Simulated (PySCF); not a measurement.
# AsO₂⁻: structure of the singlet

Aim: relax AsO₂⁻ as a singlet from a linear start, check by its vibrations whether the end is a minimum, and collect its spectrum and constants.

Program: PySCF 2.14.0. Level of theory: PBE0, basis As def2-TZVPD, O def2-TZVPD, no relativity, density fitting. These are calculated values, not measurements.

### 1 Starting geometry

3 atoms, charge -1, spin multiplicity 1.

Bond lengths: As1–O2 1.710 Å, As1–O3 1.710 Å. Angles: O2–As1–O3 180.0°.

Coordinates in bohr (charge -1 multiplicity 1):
```
As    0.0000    0.0000    0.0000
O     0.0000    0.0000    3.2314
O     0.0000    0.0000   -3.2314
```

### 2 Relaxing the singlet from the linear start

The steps below are one call of a driver around PySCF. For each, scf.py gives the equivalent set-up of the SCF; relaxations use the driver's own optimiser. Before each start the driver seeks the lowest SCF state from one or more starting densities and follows internal instabilities, so scf.py alone need not reach the same state.

The program finds D∞h symmetry in the start, which this walk keeps. The walk stops when the largest gradient is under 0.0003 Eh/bohr and the energy has settled too.

Input file scf.py:

```python
from pyscf import gto, scf, dft
mol = gto.M(atom='''
As     0.000000     0.000000     0.000000
O      0.000000     0.000000     1.710000
O      0.000000     0.000000    -1.710000''',
    basis={'As': 'def2-TZVPD', 'O': 'def2-TZVPD'},
    charge=-1, spin=0)
mf = dft.RKS(mol, xc='PBE0')
mf.grids.atom_grid = (50, 194)
aux = {'As': 'def2-universal-JKFIT', 'O': 'def2-universal-JKFIT'}
mf = mf.density_fit(auxbasis=aux)
mf.kernel()
```

Energy and gradient, step by step:

| step | energy (Eh) | change (kJ/mol) | largest symmetric gradient (Eh/bohr) |
| --- | --- | --- | --- |
| 0 | -2385.929213 | 0.00 | 0.00860 |
| 1 | -2385.929442 | -0.60 | 0.00147 |
| 2 | -2385.929448 | -0.62 | 0.00006 |

The walk needed 3.3 s of wall time on 4 threads, shared host.

After 2 steps and 0.6 kJ/mol it ends at D∞h: As–O 1.696 Å (×2); O–As–O 180.0°.

### 3 Hessian and properties

The point is checked on the finer grid, and tightened if its gradient asks for it. The Hessian and the dipole derivatives come from central differences of analytic gradients, with steps of 0.01 bohr.

scf.py, as its differences from that of step 2:

```diff
@@ -3,3 +3,3 @@
-As     0.000000     0.000000     0.000000
-O      0.000000     0.000000     1.710000
-O      0.000000     0.000000    -1.710000''',
+As    -0.000000     0.000000     0.000000
+O      0.000000     0.000000     1.695821
+O     -0.000000     0.000000    -1.695821''',
@@ -9 +9 @@
-mf.grids.atom_grid = (50, 194)
+mf.grids.atom_grid = (75, 302)
```

The driver hands on the density of the step before, so the log starts near convergence.

Log of the central SCF (cycles and frontier levels):

```text
init E= -2385.92938585183
  HOMO = -0.00965310318059664  LUMO = 0.116424499053658  gap/eV = 3.43075
cycle= 1 E= -2385.92938585159  delta_E= 2.41e-10  |g|= 3.72e-05  |ddm|= 0.00023
  HOMO = -0.00965864157408447  LUMO = 0.116421742597244  gap/eV = 3.43082
cycle= 2 E= -2385.92938584981  delta_E= 1.78e-09  |g|= 0.000103  |ddm|= 0.000664
  HOMO = -0.00965457099972866  LUMO = 0.116423794065677  gap/eV = 3.43077
cycle= 3 E= -2385.92938585187  delta_E= -2.06e-09  |g|= 3.53e-06  |ddm|= 0.000485
  HOMO = -0.00965454729470139  LUMO = 0.116423806293283  gap/eV = 3.43077
cycle= 4 E= -2385.92938585187  delta_E= -3.18e-12  |g|= 1.56e-06  |ddm|= 5.78e-06
  HOMO = -0.00965453612406009  LUMO = 0.116423807035968  gap/eV = 3.43077
Extra cycle  E= -2385.92938585186  delta_E= 1.36e-11  |g|= 5.9e-06  |ddm|= 7.75e-06
converged SCF energy = -2385.92938585186
```

The whole step took 11 s.

Geometry: D∞h; As–O 1.696 Å (×2); O–As–O 180.0°.

Modes, for the most abundant isotopes:

| symmetry | ω (cm⁻¹) | IR (km/mol) |
| --- | --- | --- |
| πu | 475i | 0.3 |
| σg+ | 740 | 0.0 |
| σu+ | 817 | 475 |

2 modes are imaginary, the largest at 475i cm⁻¹: a saddle point, not a minimum.

Properties at this point:

```yaml
Dipole_moment_about_the_centre_of_mass: 0.00 D
Highest_occupied_level: -0.26 eV
Lowest_empty_level: 3.17 eV
Rotational_constants: 0.1832 cm⁻¹
Zero-point_energy_real_modes: 9.3 kJ/mol
Principal_polarisabilities: 55.7, 55.7, 93.5 bohr³
Principal_traceless_quadrupole_moments_about_the_centre_of_mass: -20.38, 10.19, 10.19 D Å
```

Charges (e) and bond orders:

```
atom  Mulliken  Löwdin  polar tensor  Mayer order to As1
 As1     -0.54    0.68          0.44                   –
O2,3     -0.23   -0.84         -0.72                0.76
```

Mulliken populations on As1: s 9.06, p 13.95, d 10.47, f 0.05.

### 4 Following the imaginary mode

The atoms are moved a little along the softest imaginary mode and relaxed again.

The program finds C2v symmetry in the start, which this walk keeps. Threshold on the gradient: 0.0003 Eh/bohr, with a further test on the energy change.

scf.py, as its differences from that of step 3:

```diff
@@ -3,3 +3,3 @@
-As    -0.000000     0.000000     0.000000
-O      0.000000     0.000000     1.695821
-O     -0.000000     0.000000    -1.695821''',
+As    -0.000000     0.051237     0.000000
+O      0.000000    -0.120000     1.695821
+O      0.000000    -0.120000    -1.695821''',
@@ -9 +9 @@
-mf.grids.atom_grid = (75, 302)
+mf.grids.atom_grid = (50, 194)
```

Steps of the walk:

| step | energy (Eh) | change (kJ/mol) | largest symmetric gradient (Eh/bohr) |
| --- | --- | --- | --- |
| 0 | -2385.938437 | 0.00 | 0.05010 |
| 1 | -2385.975037 | -96.09 | 0.04802 |
| 2 | -2386.001266 | -164.96 | 0.05530 |
| 3 | -2386.018337 | -209.78 | 0.00334 |
| 4 | -2386.018486 | -210.17 | 0.00407 |
| 5 | -2386.018509 | -210.23 | 0.00158 |
| 6 | -2386.018514 | -210.24 | 0.00016 |
| 7 | -2386.018514 | -210.24 | 0.00002 |

The walk took 9.6 s.

Positions (Å) and forces (eV/Å) along the way:

```
step 0
As   0.000   0.051   0.000   0.000   2.576   0.000
O    0.000  -0.120   1.696   0.000  -1.288  -0.560
O    0.000  -0.120  -1.696   0.000  -1.288   0.560
step 1
As   0.000   0.249   0.000   0.000   2.469   0.002
O    0.000  -0.219   1.654   0.000  -1.234  -1.955
O    0.000  -0.219  -1.654   0.000  -1.235   1.953
step 4
As   0.000   0.544   0.000   0.000  -0.209   0.000
O    0.000  -0.366   1.387   0.000   0.105  -0.068
O    0.000  -0.366  -1.387   0.000   0.105   0.068
step 7
As   0.000   0.538   0.000   0.000  -0.001   0.001
O    0.000  -0.364   1.390   0.000   0.001   0.000
O    0.000  -0.364  -1.390   0.000   0.000   0.000
```

End point (C2v, 7 steps, 210.2 kJ/mol gained): As–O 1.657 Å (×2); O–As–O 114.0°.

### 5 Hessian and properties

The same treatment as at the point before.

scf.py, as its differences from that of step 4:

```diff
@@ -3,3 +3,3 @@
-As    -0.000000     0.051237     0.000000
-O      0.000000    -0.120000     1.695821
-O      0.000000    -0.120000    -1.695821''',
+As    -0.000000     0.270390     0.000000
+O      0.000000    -0.632277     1.389353
+O      0.000000    -0.632277    -1.389353''',
@@ -9 +9 @@
-mf.grids.atom_grid = (50, 194)
+mf.grids.atom_grid = (75, 302)
```

SCF at the final geometry:

```text
init E= -2386.0184768517
  HOMO = -0.051269789133549  LUMO = 0.128870413276374  gap/eV = 4.90186
cycle= 1 E= -2386.01847684953  delta_E= 2.17e-09  |g|= 0.00011  |ddm|= 8.05e-05
  HOMO = -0.0512705402641459  LUMO = 0.12886968154303  gap/eV = 4.90187
cycle= 2 E= -2386.0184768282  delta_E= 2.13e-08  |g|= 0.000345  |ddm|= 0.000252
  HOMO = -0.0512703821722569  LUMO = 0.128869836814012  gap/eV = 4.90187
cycle= 3 E= -2386.01847685194  delta_E= -2.37e-08  |g|= 1.95e-06  |ddm|= 0.000191
  HOMO = -0.0512702003004432  LUMO = 0.128870010447564  gap/eV = 4.90186
cycle= 4 E= -2386.01847685195  delta_E= -6.37e-12  |g|= 1.77e-07  |ddm|= 1.91e-06
  HOMO = -0.0512701854414043  LUMO = 0.128870028841888  gap/eV = 4.90186
Extra cycle  E= -2386.01847685194  delta_E= 4.09e-12  |g|= 1.24e-07  |ddm|= 2.3e-07
converged SCF energy = -2386.01847685194
```

The whole step took 15 s.

Geometry: C2v; As–O 1.657 Å (×2); O–As–O 114.0°.

Modes, for the most abundant isotopes:

| symmetry | ω (cm⁻¹) | IR (km/mol) | μ (u) | type |
| --- | --- | --- | --- | --- |
| a1 | 352 | 34.8 | 18.66 | bend |
| a1 | 908 | 54.5 | 17.62 | stretch |
| b2 | 919 | 284 | 19.54 | stretch |

Every mode is real; the point is a minimum.

Properties at this point:

| Quantity | Value |
| --- | --- |
| Dipole moment about the centre of mass | 3.14 D |
| Highest occupied level | -1.40 eV |
| Lowest empty level | 3.51 eV |
| Rotational constants | 0.9229, 0.273, 0.2107 cm⁻¹ |
| Zero-point energy | 13.0 kJ/mol |
| Principal polarisabilities | 39.4, 50.2, 59.0 bohr³ |
| Principal traceless quadrupole moments about the centre of mass | -11.98, 1.58, 10.40 D Å |
| Entropy at 298.15 K and 1 bar | 263.3 J/(mol K) |
| Heat capacity Cp at 298.15 K | 43.9 J/(mol K) |
| Enthalpy at 298.15 K above 0 K | 11.13 kJ/mol |
| Rotational symmetry number | 2 |

Charges (e) and bond orders:

```csv
atom,Mulliken,Löwdin,polar tensor,Mayer order to As1
As1,0.27,0.64,0.81,–
"O2,3",-0.63,-0.82,-0.91,1.52
```

Mulliken populations on As1: s 8.10, p 14.17, d 10.39, f 0.07.

### 6 All stationary points

| spin | group | bonds | imaginary modes (cm⁻¹) | ΔE (kJ/mol) | with zero-point energy |
| --- | --- | --- | --- | --- | --- |
| singlet | C2v | As–O 1.657 Å (×2) | none | 0.0 | 0.0 |
| singlet | D∞h | As–O 1.696 Å (×2) | 475i, 475i | 233.9 | – |

### 7 Results

| quantity | value |
| --- | --- |
| minimum | singlet, C2v |
| geometry | As–O 1.657 Å (×2); O–As–O 114.0° |
| wavenumbers (cm⁻¹) | 352 (a1), 908 (a1), 919 (b2) |
| dipole moment (centre of mass) | 3.14 D |
| highest occupied, lowest empty level | -1.40, 3.51 eV |
| polar-tensor charge of As1 | +0.81 e |
| zero-point energy | 13.0 kJ/mol |
| entropy at 298.15 K | 263.3 J/(mol K) |

**Reading.** From D∞h at the start the molecule goes to a C2v minimum, after a stop at a second-order saddle point 233.9 kJ/mol higher, from which it was pushed off along an imaginary mode. The strongest infrared band lies at 919 cm⁻¹ (b2, stretch). Only this shape and spin were tried, so other structures or states may lie lower.

The search up to here needed 40 s of wall time on 4 threads, shared host.
